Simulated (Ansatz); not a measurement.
**GeH₈N₂Si: small, medium and large basis sets**

One table from this session's results is given with a row withheld; the runs are named, their logs left out.

Computed with Ansatz 0.2.0, Gaussian basis. Level: one geometry, several basis sets.

The runs, in order: PBE0-D4/def2-SVP; ωB97M-V/def2-SVP; PBE0-D4/def2-QZVPP; ωB97M-V/def2-QZVPP; the functionals' def2-TZVPP values are taken from earlier runs.

## The geometry

All runs share one geometry, relaxed beforehand with PBE0-D4 in a triple-zeta def2 set.

SMILES `N[SiH2][GeH2][NH2]`, 12 atoms, charge 0, spin multiplicity 1.

Atoms are counted from 1 here; the program's logs count them from 0.

Bond lengths: N1–Si2 1.727 Å, N1–H5 1.007 Å, N1–H6 1.007 Å, Si2–Ge3 2.402 Å, Si2–H7 1.490 Å, Si2–H8 1.490 Å, Ge3–N4 1.859 Å, Ge3–H9 1.543 Å, Ge3–H10 1.544 Å, N4–H11 1.012 Å, N4–H12 1.012 Å. Angles: Si2–N1–H5 119.3°, Si2–N1–H6 120.1°, H5–N1–H6 110.8°, N1–Si2–Ge3 114.9°, N1–Si2–H7 108.4°, N1–Si2–H8 106.5°, Ge3–Si2–H7 109.6°, Ge3–Si2–H8 108.1°, H7–Si2–H8 109.3°, Si2–Ge3–N4 113.5°, Si2–Ge3–H9 112.3°, Si2–Ge3–H10 110.9°, N4–Ge3–H9 105.8°, N4–Ge3–H10 105.2°, H9–Ge3–H10 108.7°, Ge3–N4–H11 112.9°, Ge3–N4–H12 113.0°, H11–N4–H12 107.7°.

The first run:

Input file in.yaml:

```yaml
crystal:
  periodic: [false, false, false]
  atoms:
    - {symbol: N, position_ang: [-1.870311, 0.544820, 0.962626]}
    - {symbol: Si, position_ang: [-0.881600, -0.831136, 0.626855]}
    - {symbol: Ge, position_ang: [0.826139, -0.471759, -1.022962]}
    - {symbol: N, position_ang: [1.998853, 0.904149, -0.590322]}
    - {symbol: H, position_ang: [-1.512003, 1.276997, 1.554086]}
    - {symbol: H, position_ang: [-2.467857, 0.923914, 0.245564]}
    - {symbol: H, position_ang: [-1.765042, -1.950937, 0.195489]}
    - {symbol: H, position_ang: [-0.216028, -1.196090, 1.908727]}
    - {symbol: H, position_ang: [1.706011, -1.721602, -1.236597]}
    - {symbol: H, position_ang: [0.206701, -0.064472, -2.377671]}
    - {symbol: H, position_ang: [1.537855, 1.799681, -0.494851]}
    - {symbol: H, position_ang: [2.514381, 0.731134, 0.262957]}
basis:
  gaussian: {orbitals: def2-SVP}
hamiltonian: {xc: pbe0, dispersion: d4}
output: {orbitals: {seedname: orbitals}}
```

The run is started by

```console
ansatz run in.yaml --threads 4 --pin off --events-out ev --progress --plain --max-ram 10444MiB
```

Among the steps run: PBE0-D4 in def2-SVP; ωB97M-V in def2-SVP; PBE0-D4 in def2-QZVPP; ωB97M-V in def2-QZVPP.

One of the session's tables, all rows but one given; the rest of the session is left out.

It belongs to the step «Functionals by basis». 

```
functional       basis  HOMO (eV)  LUMO (eV)
   PBE0-D4    def2-SVP      -6.21       0.22
   PBE0-D4  def2-TZVPP      -6.44      -0.20
   PBE0-D4  def2-QZVPP          ?          ?
   ωB97M-V    def2-SVP      -8.31       1.98
   ωB97M-V  def2-TZVPP      -8.56       1.36
   ωB97M-V  def2-QZVPP      -8.60       1.05
```

Estimate the missing values for PBE0-D4, def2-QZVPP.

The run gave: HOMO (eV): -6.49; LUMO (eV): -0.37. In the column «HOMO (eV)» it lies between ωB97M-V, def2-SVP (-8.31) and PBE0-D4, def2-TZVPP (-6.44).
